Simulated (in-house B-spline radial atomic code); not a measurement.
# Au¹²⁺: ionisation energy by several methods

An exercise on one series of results from a longer session: the logs are not shown, and one member is left open.

The numbers are computed with in-house B-spline radial atomic code version 1 (scalar-relativistic (X2C), several functionals, spin-polarised; spherical all-electron atom at the radial basis limit), except any that are marked as measured or tabulated.

## The atom as given

```
element       : gold (Z = 79)
charge        : +12
electrons     : 67
configuration : [Kr] 4d10 4f14 5s2 5p5
nucleus       : Fermi, rms radius 5.437 fm
```

Outer shells as boxes (Hund's rule):

[Kr] 4d10 4f14 5s2 5p5
```
[Kr] core
4d [↑↓][↑↓][↑↓][↑↓][↑↓]
4f [↑↓][↑↓][↑↓][↑↓][↑↓][↑↓][↑↓]
5s [↑↓]
5p [↑↓][↑↓][↑ ]
```

Where spins are not typed, each open shell is filled with up spins first.

The first run:

Settings of the run:

```ini
Z = 79
electrons = 67.0
configuration = [Kr] 4d10 4f14 5s2 5p5
hamiltonian = x2c
method = lda,
spin_polarised = True
nucleus = fermi
rms_radius = 5.4371
mass_number = 197
atomic_mass = 196.966570103
speed_of_light = 137.035999084
```

Among the steps run: exchange-only LDA; r2SCAN; AM05; TPSS.

One table of the session follows, with a row left open; its other results are not shown here.

| method | ΔSCF (eV) |
| --- | --- |
| exchange-only LDA | ? |
| AM05 | 275.19 |
| r2SCAN | 275.43 |
| TPSS | 274.97 |

Q: Estimate the row for exchange-only LDA from the others.

As computed: ΔSCF (eV): 273.45. In the column «ΔSCF (eV)» it is the lowest.

Members of this set that are not shown: 3 used exact exchange with fractional occupations of an open shell, which is unsound here.
